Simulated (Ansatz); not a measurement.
**Ge (Cmcm): short molecular-dynamics run**

How do the atoms of Ge (Cmcm) move over a short run? A script is to give a short molecular-dynamics run; the system is Ge (Cmcm).

Computed with the Python package of Ansatz 0.2.0. Level of theory: DFT PBEsol, plane waves, PAW.

### Step 1. The system

It takes space group Cmcm (No. 63, orthorhombic). Conventional cell: a = 2.976 Å, b = 5.189 Å, c = 4.728 Å, α = 90.00°, β = 90.00°, γ = 90.00°. Ge (site symmetry m2m) is surrounded by 12 Ge at 2.92 to 2.99 Å.

The script holds or builds the structure itself.

### Step 2. The code

Contents of ge_md.py:

```python
# -*- coding: utf-8 -*-
'''Born-Oppenheimer dynamics of Ge.'''

import json
import warnings

import ansatz as az
from ase import Atoms
from ase.neighborlist import neighbor_list
import matplotlib.pyplot as plt
import numpy as np

warnings.simplefilter('ignore', az.DeckWarning)

crystal = (
    az.Lattice.from_parameters(2.976106, 5.189379, 4.727596, alpha=90, beta=90, gamma=90)
    .space_group(63, hermann_mauguin='Cmcm')
    .atom('Ge', (0.0, 0.333447, 0.75))
    .primitive()
)

# a small cell and a short run: a test of the set-up, no statistics
base = (
    crystal.supercell(2, 2, 1).calculation()
    .functional(az.Functional.PBESOL)
    .basis(380, density_ratio=6)  # cutoff of the orbital basis
    .kpoints(1, 1, 1)
    .occupations('Fermi-Dirac', width=0.01)  # fractional filling near the Fermi level
    .md('langevin', timestep=2.0, steps=25, temperature=800, friction=0.01, initial_velocities='maxwell_boltzmann', seed=160)
)
out = base.run(threads=1, events_out='ge.ndjson')
with open('ge.ndjson') as stream:
    events = [json.loads(line) for line in stream]
steps = [e['data'] for e in events if e['event'] == 'md_step']
data = out.report

print(' step   t (fs)     E_pot (eV)   E_kin (eV)    T (K)')
for s in steps[::1]:
    print(f'{s["step"]:5d} {s["time_fs"]:8.1f} {s["lagrangian_ev"]:14.4f} {s["e_kin_ev"]:12.4f} {s["temperature_k"]:8.1f}')

temperature = np.array([s['temperature_k'] for s in steps])
print(f'mean temperature of the second half {temperature[len(steps) // 2 :].mean():.1f} K')

with open('trajectory.xyz', 'w') as handle:
    for s in steps[::5]:
        handle.write(f'{len(s["positions_ang"])}\nt = {s["time_fs"]} fs\n')
        for site, xyz in zip(out.lattice.sites, s['positions_ang']):
            handle.write('{} {:.4f} {:.4f} {:.4f}\n'.format(site.symbol, *xyz))

symbols = [site.symbol for site in out.lattice.sites]
pairs = np.concatenate([neighbor_list('d', Atoms(symbols, positions=s['positions_ang'], cell=out.lattice.cell_ang, pbc=True), 4.5) for s in steps[len(steps) // 2 :]])
counts, edges = np.histogram(pairs, bins=np.arange(0.5, 4.51, 0.25))
for low, count in zip(edges, counts / (len(symbols) * len(steps[len(steps) // 2 :]))):
    print(f'{low:4.2f}-{low + 0.25:4.2f} A  {count:6.2f} neighbours an atom')

time = [s['time_fs'] for s in steps]
fig, ax = plt.subplots(figsize=(5, 3))
ax.plot(time, [s['lagrangian_ev'] - steps[0]['lagrangian_ev'] for s in steps], label='potential')
ax.plot(time, [s['e_kin_ev'] for s in steps], label='kinetic')
ax.set(xlabel='time (fs)', ylabel='energy (eV)')
ax.legend()
fig.tight_layout()
fig.savefig('md.png', dpi=100)
```

### Step 3. Running it

The run is started by

```console
> python ge_md.py
```

Without the output at hand: what should come out? Wanted: free energy; mean temperature, second half; farthest move.

**Answer**, as computed:

```
                     quantity                              value
                  free energy  -34023.6266 eV (of the supercell)
            length of the run                    25 steps, 50 fs
mean temperature, second half                             1151 K
                farthest move                             0.32 Å
```

The temperature swings between 689 and 1436 K, with a mean of 1151 K in the second half; 8 atoms fluctuate widely. A run of 50 fs is far too short for averages. Notes:
- The cutoff lies under the one recommended for these potentials.
- Energy and stress may still move on a finer k-point mesh.
- Within a few hundredths of an angstrom the cell has the higher group P6_3/mmc; the lower one is a small distortion.
- This isn't the structure that Ge takes at ambient conditions.
- A small cell, a coarse mesh and a very short run: it shows the set-up and gives no equilibrium averages. Whether this is the phase that is stable at ambient conditions was not tested.
